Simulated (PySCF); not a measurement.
# C4H3F3O3S: the cost of one run

Programs: PySCF 2.14.0, with routines of our own; each step states its level. All values are computed. Atoms count from 0.

## 1. The starting structure

14 atoms, charge 0, multiplicity 1; geometry from: GFN2-xTB.

## 2. Geometry optimisation at PBE0-D3(BJ)/def2-SVP

Job settings and geometry (Å):

```
{"job": {"xc": "PBE0", "basis": "def2-SVP", "d3": "d3bj", "grid": 2, "kind": "geom"}, "charge": 0, "multiplicity": 1}
O      0.077875     1.504102    -1.215270
S     -0.783017     0.365816    -1.169304
O     -1.511443    -0.019934    -2.334607
C      0.063497    -1.051906    -0.441282
C      1.063641    -0.832981     0.342491
C      2.040441    -0.397847     1.096085
O      3.318666    -0.207640     0.741189
C     -2.075177     0.735729     0.178024
F     -2.831724     1.777545    -0.122319
F     -2.853442    -0.332759     0.352577
F     -1.446917     0.972772     1.331383
H     -0.370528    -1.993905    -0.720033
H      1.875619    -0.228527     2.153651
H      3.431830    -0.290940    -0.214752
```

On the command line:

```sh
OMP_NUM_THREADS=1 python excited_run.py task.json out
```

One launch serves the whole session: the jobs run in the order shown.

**Question.** How long does this first job take on 1 thread of Arm Neoverse N1, shared host, and how much memory does it need?

About 6.6 min, with a peak of 0.81 GiB.
